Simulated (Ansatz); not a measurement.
# ZnS: the cost of one run

Method: DFT PBE, scalar-relativistic, plane waves, PAW, in Ansatz 0.2.0.

16 further runs of the same task are left out: 16 set aside as unsound or not needed.

## 1. The structure to begin with

The structure is hexagonal, space group P6_3mc (No. 186). The conventional cell has a = 3.847 Å, b = 3.847 Å, c = 12.590 Å, α = 90.00°, β = 90.00°, γ = 120.00°. Around Zn (site symmetry 3m) lie 4 S at 2.36 Å. S (site symmetry 3m) has 4 Zn at 2.36 Å as nearest neighbours.

As a file:

```xyz
8
Lattice="3.8466 0.0000 0.0000 -1.9233 3.3312 0.0000 0.0000 0.0000 12.5895" Properties=species:S:1:pos:R:3 pbc="T T T"
Zn    0.0000    0.0000    0.0006
Zn    0.0000    0.0000    6.2954
Zn    0.0000    2.2208    3.1477
Zn    1.9233    1.1104    9.4425
S     0.0000    0.0000    2.3579
S     0.0000    0.0000    8.6527
S     0.0000    2.2208    5.5096
S     1.9233    1.1104   11.8044
```

This cell was relaxed beforehand with the same method: volume 20.16 Å³/atom, gap on the mesh 2.05 eV.

## 2. The scan

The energy is mapped over volume and the cell's shape.

The axes are (1) volume per atom: 7 values from 18.55 to 21.78 Å³; (2) c/a of the conventional cell: 7 values from 2.728 to 3.926.

Nothing else is relaxed (fractional coordinates fixed). Energies count from the relaxed crystal. Points are written as (first, second).

## 3. The run at (20.70 Å³, 2.728)

Input file input.yaml:

```yaml
crystal:
  lattice:
    - [4.1231411152, 0.0, 0.0]
    - [-2.0615705576, 3.5707449491, 0.0]
    - [0.0, 0.0, 11.2495782186]
  atoms:
    - { symbol: Zn, position: [0.0, 0.0, 4.92057e-05] }
    - { symbol: Zn, position: [0.0, 0.0, 0.5000492057] }
    - { symbol: Zn, position: [0.3333333333, 0.6666666667, 0.2500242903] }
    - { symbol: Zn, position: [0.6666666667, 0.3333333333, 0.7500242903] }
    - { symbol: S, position: [0.0, 0.0, 0.1872905901] }
    - { symbol: S, position: [0.0, 0.0, 0.6872905901] }
    - { symbol: S, position: [0.3333333333, 0.6666666667, 0.4376359138] }
    - { symbol: S, position: [0.6666666667, 0.3333333333, 0.9376359138] }
basis:
  ecutwfc: 520.0
kpoints:
  mp_grid: { grid: [9, 9, 4] }
hamiltonian:
  xc: pbe
scf:
  occupations: { method: gaussian, width: 0.05 }
output:
  forces: true
  stress: true
  eigenvalues: true
```

Started as:

```sh
> ansatz run input.yaml --threads 2 --pin off --max-ram 4096MiB --backend cpu --events-out ev --progress --plain --runs-dir out
```

What time and memory should one allow on 2 threads of Arm Neoverse V2, shared host?

About 14 s, with a peak of 0.57 GiB.
